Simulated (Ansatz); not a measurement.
# C2H8BFSi: the cost of one run

Program: Ansatz 0.2.0. Level of theory: RKS PBE0-D4/def2-SVP. These are calculated values, not measurements.

**1. Starting point**

Bond lengths: B1–C2 1.575 Å, C2–C3 1.503 Å, C3–Si4 1.851 Å, Si4–F5 1.709 Å, B1–H6 1.146 Å, B1–H7 1.227 Å, C2–H8 1.066 Å, C2–H9 1.077 Å, C3–H10 1.126 Å, C3–H11 1.149 Å, Si4–H12 1.521 Å, Si4–H13 1.359 Å. Angles (14 of 21 angles, heavy atoms first): B1–C2–C3 109.8°, C2–C3–Si4 114.5°, C3–Si4–F5 109.7°, B1–C2–H8 108.8°, B1–C2–H9 108.2°, C3–C2–H8 109.2°, C3–C2–H9 110.5°, C2–B1–H6 126.4°, C2–B1–H7 117.8°, C2–C3–H10 111.3°, C2–C3–H11 110.1°, Si4–C3–H10 106.9°, Si4–C3–H11 108.0°, C3–Si4–H12 106.2°.

As a file:

```xyz
13

B    -0.4423    1.8488    1.1317
C    -0.6629    0.6228    0.1682
C     0.5833   -0.2163    0.1201
Si    0.4716   -1.6947   -0.9881
F     0.0797   -1.1962   -2.5753
H     0.5232    2.1084    1.6927
H    -1.3632    2.6498    1.2588
H    -1.4682    0.0326    0.5415
H    -0.8995    1.0034   -0.8107
H     1.4688    0.3866   -0.2275
H     0.8528   -0.5836    1.1750
H    -0.7039   -2.5159   -0.4816
H     1.5810   -2.4804   -0.9901
```

**2. Relaxing end A**

Input file input.yaml:

```yaml
crystal:
  periodic: [false, false, false]
  atoms:
    - { symbol: B, position_ang: [-0.4423, 1.8488, 1.1317] }
    - { symbol: C, position_ang: [-0.6629, 0.6228, 0.1682] }
    - { symbol: C, position_ang: [0.5833, -0.2163, 0.1201] }
    - { symbol: Si, position_ang: [0.4716, -1.6947, -0.9881] }
    - { symbol: F, position_ang: [0.0797, -1.1962, -2.5753] }
    - { symbol: H, position_ang: [0.5232, 2.1084, 1.6927] }
    - { symbol: H, position_ang: [-1.3632, 2.6498, 1.2588] }
    - { symbol: H, position_ang: [-1.4682, 0.0326, 0.5415] }
    - { symbol: H, position_ang: [-0.8995, 1.0034, -0.8107] }
    - { symbol: H, position_ang: [1.4688, 0.3866, -0.2275] }
    - { symbol: H, position_ang: [0.8528, -0.5836, 1.175] }
    - { symbol: H, position_ang: [-0.7039, -2.5159, -0.4816] }
    - { symbol: H, position_ang: [1.581, -2.4804, -0.9901] }
basis:
  gaussian: { orbitals: def2-SVP }
hamiltonian:
  xc: pbe0
  dispersion: d4
relax:
  f_tol: 0.02
  max_steps: 50
output:
  orbitals: {}
```

The run is started by

```sh
$ ansatz run input.yaml --threads 2 --pin off --max-ram 3072MiB --backend cpu --events-out ev --progress --plain --runs-dir out
```

**Question.** How long does this run take on 2 threads of Intel Xeon Platinum 8488C (Sapphire Rapids), shared host, and how much memory does it need?

About 84 s, with a peak of 0.28 GiB.
